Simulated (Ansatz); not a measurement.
# Sb4+ (doublet): energies up the ladder

Wanted for Sb4+ (doublet): energies up the ladder. Charge +1. Spin multiplicity 2.

Method: the levels named in each step, in Ansatz 0.2.0.

## (1) The structure to begin with

Bond lengths: Sb1–Sb2 2.783 Å, Sb1–Sb3 2.783 Å, Sb2–Sb3 2.783 Å, Sb1–Sb4 2.783 Å, Sb2–Sb4 2.783 Å, Sb3–Sb4 2.783 Å. Angles: Sb1–Sb2–Sb3 60.0°, Sb1–Sb2–Sb4 60.0°, Sb3–Sb2–Sb4 60.0°, Sb2–Sb1–Sb3 60.0°, Sb2–Sb1–Sb4 60.0°, Sb3–Sb1–Sb4 60.0°, Sb1–Sb3–Sb2 60.0°, Sb1–Sb3–Sb4 60.0°, Sb2–Sb3–Sb4 60.0°, Sb1–Sb4–Sb2 60.0°, Sb1–Sb4–Sb3 60.0°, Sb2–Sb4–Sb3 60.0°.

As a file:

```xyz
4

Sb    1.6241   -0.1691   -0.4877
Sb   -0.9366   -1.2390   -0.7013
Sb   -0.0971   -0.1070    1.6980
Sb   -0.5905    1.5155   -0.5086
```

## (2) A rough first relaxation, PBE-D4/def2-SVP

input.yaml

```yaml
crystal:
  periodic: [false, false, false]
  atoms:
    - { symbol: Sb, position_ang: [1.62407, -0.16909, -0.48774] }
    - { symbol: Sb, position_ang: [-0.9366, -1.23896, -0.70132] }
    - { symbol: Sb, position_ang: [-0.09714, -0.10704, 1.698] }
    - { symbol: Sb, position_ang: [-0.59052, 1.51548, -0.50862] }
magnetization:
  spin_polarized: true
  initial_magnetization: 1
total_charge: 1
basis:
  gaussian: { orbitals: def2-SVP }
hamiltonian:
  xc: pbe
  dispersion: d4
relax:
  f_tol: 0.03
  max_steps: 200
```

On the command line:

```
$ ansatz run input.yaml --threads 4 --pin off --max-ram 10240MiB --backend cpu --events-out ev --progress --plain --runs-dir out
```

Further steps of the session: Relaxation, PBE0-D4/def2-TZVPP; Frequencies, PBE0-D4/def2-TZVPP; Single point, PBE-D4/def2-TZVPP; Single point, r2SCAN-D4/def2-TZVPP; Single point, B3LYP-D4/def2-TZVPP; Single point, wB97M-V/def2-TZVPP; Single point, B2PLYP/def2-TZVPP; Single point, LDA/def2-TZVPP; Single point, PBE0-D4/def2-SVP; Single point, PBE-D4/def2-SVP.

Q: Predict the outcome of this session. Wanted: Sb1–Sb2 at PBE0-D4/def2-TZVPP; Sb1–Sb3 at PBE0-D4/def2-TZVPP; Sb1–Sb4 at PBE0-D4/def2-TZVPP; frequencies at PBE0-D4/def2-TZVPP; energy at PBE-D4/def2-SVP.

**Answer**, as computed:

| quantity | value |
| --- | --- |
| Sb1–Sb2 at PBE0-D4/def2-TZVPP | 3.009 Å |
| Sb1–Sb3 at PBE0-D4/def2-TZVPP | 2.778 Å |
| Sb1–Sb4 at PBE0-D4/def2-TZVPP | 2.778 Å |
| frequencies at PBE0-D4/def2-TZVPP | 102 to 240 cm⁻¹ |
| energy at PBE-D4/def2-SVP | -26146.976 eV |

No mode is imaginary, so the geometry is a minimum. These totals serve in differences with atoms or fragments at the same level; alone they don't rank the methods. Heavy atoms carry effective core potentials in def2 sets, and spin-orbit coupling is left out.
